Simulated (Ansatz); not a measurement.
# GeNH2+ (triplet): wave-function methods side by side, cc-pVDZ

One table from this session's results is given with a row withheld; the runs are named, their logs left out.

Computed with Ansatz 0.2.0, Gaussian basis. Level: cc-pVDZ, core rule «outside noble gas», up to 15 orbitals frozen.

To be run: UHF; CCSD(T) on ROHF; CCSD(T) on UHF; BCCD(T) on ROHF; CISD; CCSDT(Q) on ROHF; CCSDT(Q) on UHF; CASSCF and MRCISD+Q, 10 electrons in 10 orbitals; CASSCF and NEVPT2, 10 electrons in 10 orbitals.

21 further runs of the same task are left out: 1 for a known fault of the program, 7 that didn't finish, 13 set aside as unsound or not needed.

**What is computed**

The geometry is a PBE0/def2-TZVP stationary point (not a proven minimum) of the parent state, kept for this charge and spin. No spin-orbit coupling is included. The filled d shell of Ge may be among the frozen orbitals whatever the setting's name suggests; the logs give the count.

4 atoms, charge 1, spin multiplicity 3.

Atoms are counted from 1 here; the program's logs count them from 0.

Bond lengths: Ge1–N2 1.945 Å, Ge1–H3 1.555 Å, Ge1–H4 1.555 Å. Angles: N2–Ge1–H3 106.3°, N2–Ge1–H4 106.3°, H3–Ge1–H4 108.1°.

Set-up of the first run:

Contents of in.yaml:

```yaml
crystal:
  periodic: [false, false, false]
  atoms:
    - {symbol: Ge, position_ang: [-0.034571, 0.000000, 0.295847]}
    - {symbol: N, position_ang: [0.072436, 0.000001, -1.645848]}
    - {symbol: H, position_ang: [0.742421, -1.258240, 0.775123]}
    - {symbol: H, position_ang: [0.742420, 1.258240, 0.775124]}
basis:
  gaussian: {orbitals: cc-pVDZ}
total_charge: 1
magnetization: {spin_polarized: true, initial_magnetization: 2}
hamiltonian: {xc: hf}
output: {orbitals: {seedname: orbitals}}
```

Started as:

```sh
ansatz run in.yaml --threads 1 --pin off --events-out ev --progress --plain --max-ram 2393MiB
```

Steps of the session up to this table: UHF; CCSD(T) on ROHF; CCSD(T) on UHF; BCCD(T) on ROHF; CISD; CCSDT(Q) on ROHF; CCSDT(Q) on UHF; CASSCF and MRCISD+Q, 10 electrons in 10 orbitals; CASSCF and NEVPT2, 10 electrons in 10 orbitals.

One table of the session follows, with a row left open; its other results are not shown here.

```
          method  from RCCSDT(Q) (kJ/mol)
            ROHF                   +616.6
             UHF                   +553.5
            RMP2                   +135.8
            UMP2                   +159.8
           RCCSD                    +26.9
           UCCSD                    +26.8
        RCCSD(T)                        ?
        UCCSD(T)                     +9.7
         BCCD(T)                     +7.6
          RCCSDT                     +1.7
          UCCSDT                     +1.8
       RCCSDT(Q)                        0
       UCCSDT(Q)                     -0.2
  CASSCF valence                   +360.0
  NEVPT2 valence                    +79.7
  MRCISD valence                    +20.0
MRCISD+Q valence                     +1.6
```

Estimate the missing values for RCCSD(T).

The run gave: from RCCSDT(Q) (kJ/mol): +6.9. In the column «from RCCSDT(Q) (kJ/mol)» it lies between UCCSDT (+1.8) and BCCD(T) (+7.6).

Not comparable, so not listed: CISD (they don't share determinant, frozen orbitals or solution with the rows shown, or repeat one).

Limits of these values: The determinant is far from a pure spin state, so its energy mixes those of several spin states (harmless only where they are near-degenerate, as at dissociation). Restricted and unrestricted rows rest on different reference determinants; where their highest levels disagree by more than a few hundredths of an eV, they describe different states and don't form one ladder.
